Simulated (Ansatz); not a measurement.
# Al2O3: the cost of one run

Computed with Ansatz 0.2.0 (DFT LDA, scalar-relativistic, plane waves, PAW, unless a step's input says otherwise).

1 further run of the same task is left out (set aside as unsound or not needed).

## 1. The structure to begin with

The structure is orthorhombic, space group Pnnm (No. 58). The conventional cell has a = 4.593 Å, b = 9.573 Å, c = 2.975 Å, α = 90.00°, β = 90.00°, γ = 90.00°. Al (site symmetry m) is surrounded by 4 O at 1.67 to 1.79 Å. O (site symmetry m) is surrounded by 3 Al at 1.78 to 1.79 Å. O (site symmetry 2/m) has 2 Al at 1.67 Å in its first shell of neighbours.

Coordinates:

```cif
data_structure
_symmetry_space_group_name_H-M 'Pnnm'
_symmetry_Int_Tables_number 58
_cell_length_a 4.5926
_cell_length_b 9.5731
_cell_length_c 2.9746
_cell_angle_alpha 90.000
_cell_angle_beta 90.000
_cell_angle_gamma 90.000
_cell_volume 130.78
loop_
_atom_site_label
_atom_site_type_symbol
_atom_site_symmetry_multiplicity
_atom_site_Wyckoff_symbol
_atom_site_fract_x
_atom_site_fract_y
_atom_site_fract_z
_atom_site_occupancy
Al1 Al 4 g 0.41388 0.33100 0.50000 1
O1 O 4 g 0.73156 0.22269 0.50000 1
O2 O 2 a 0.00000 0.00000 0.00000 1
```

It goes back to an entry of the Materials Project, which need not be the stable form.

This cell was relaxed beforehand with the same method: volume 13.08 Å³/atom, gap on the mesh 3.47 eV.

## 2. The reference cell

The reference gives a free energy of -5397.7705 eV, pressure -0.03 GPa, largest force 0.003 eV/Å and gap on the mesh 3.47 eV. It was computed beforehand with the settings of the runs below.

## 3. Harmonic modes of this cell

Input file input.yaml:

```yaml
crystal:
  lattice:
    - [4.5925856802, 0.0, 0.0]
    - [0.0, 9.5731211224, 0.0]
    - [0.0, 0.0, 2.9745879087]
  atoms:
    - { symbol: Al, position: [0.4138788425, 0.3309999376, 0.5] }
    - { symbol: Al, position: [0.5861211575, 0.6690000624, 0.5] }
    - { symbol: Al, position: [0.9138788425, 0.1690000624, 0.0] }
    - { symbol: Al, position: [0.0861211575, 0.8309999376, 0.0] }
    - { symbol: O, position: [0.7315554157, 0.2226862084, 0.5] }
    - { symbol: O, position: [0.0, 0.0, 0.0] }
    - { symbol: O, position: [0.7684445843, 0.7226862084, 0.0] }
    - { symbol: O, position: [0.2315554157, 0.2773137916, 0.0] }
    - { symbol: O, position: [0.2684445843, 0.7773137916, 0.5] }
    - { symbol: O, position: [0.5, 0.5, 0.5] }
basis:
  ecutwfc: 420
kpoints:
  mp_grid: { grid: [6, 4, 8] }
hamiltonian:
  xc: lda
scf:
  occupations: { method: gaussian, width: 0.05 }
output:
  eigenvalues: true
phonons:
  method: fd
  supercell: [1, 1, 1]
  amplitude: 0.02
  eigenvectors: true
  dielectric: false
```

On the command line:

```console
$ ansatz run input.yaml --threads 2 --pin off --max-ram 5120MiB --backend cpu --events-out ev --progress --plain --runs-dir out
```

**Question.** How long does this run take on 2 threads of AMD EPYC 7R43 (Zen 3), shared host, and how much memory does it need?

About 3.9 min, with a peak of 0.69 GiB.
